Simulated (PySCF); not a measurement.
# CH3Cl2Ga: the cost of one run

Programs: PySCF 2.14.0. All values are calculated, for the isolated system unless a continuum is named. Atoms count from 0, parts from 1.

## 1. The system as given

Each species was relaxed by itself at PBE0-D3(BJ)/def2-SVPD.

## 2. Reaction energy: wB97M-D3(BJ)/def2-TZVPD

What the job is given:

```
{"job": {"kind": "react", "xc": "wB97M-D3(BJ)", "basis": "def2-TZVPD"}, "charge": 0, "multiplicity": 1}
-1 CH3Cl2Ga charge 0 multiplicity 1
C     -0.529740    -0.831000    -0.213360
Ga     0.499100     0.762340     0.188030
Cl    -0.092120     2.187770     1.693690
Cl     2.332430     1.280950    -0.819320
H     -1.518580    -0.540640    -0.595810
H     -0.677830    -1.412700     0.707520
H     -0.013060    -1.447040    -0.959990

-1 ClH charge 0 multiplicity 1
Cl     0.644630     0.009230    -0.006860
H     -0.643400    -0.008080     0.007030

+1 Cl3Ga charge 0 multiplicity 1
Cl    -1.659020     0.950150    -1.019620
Ga    -0.042810     0.026970     0.008270
Cl     0.597550     0.794560     1.885000
Cl     0.938800    -1.655820    -0.844100

+1 CH4 charge 0 multiplicity 1
C     -0.002610     0.000280     0.000420
H      0.888810     0.166280    -0.616990
H      0.182990    -0.827950     0.695370
H     -0.228480     0.910920     0.568840
H     -0.853740    -0.248140    -0.645520
```

With the program's defaults for keys left out, this is: wB97M-D3(BJ)/def2-TZVPD reaction energy of separated species, gas phase.

Started as:

```
> OMP_NUM_THREADS=1 python cluster_run.py task.json out
```

The driver reads the jobs from task.json and runs them one after another.

Q: Estimate the wall time and peak memory of this first job on 1 thread of Arm Neoverse V2, shared host.

About 37 s, with a peak of 0.76 GiB.
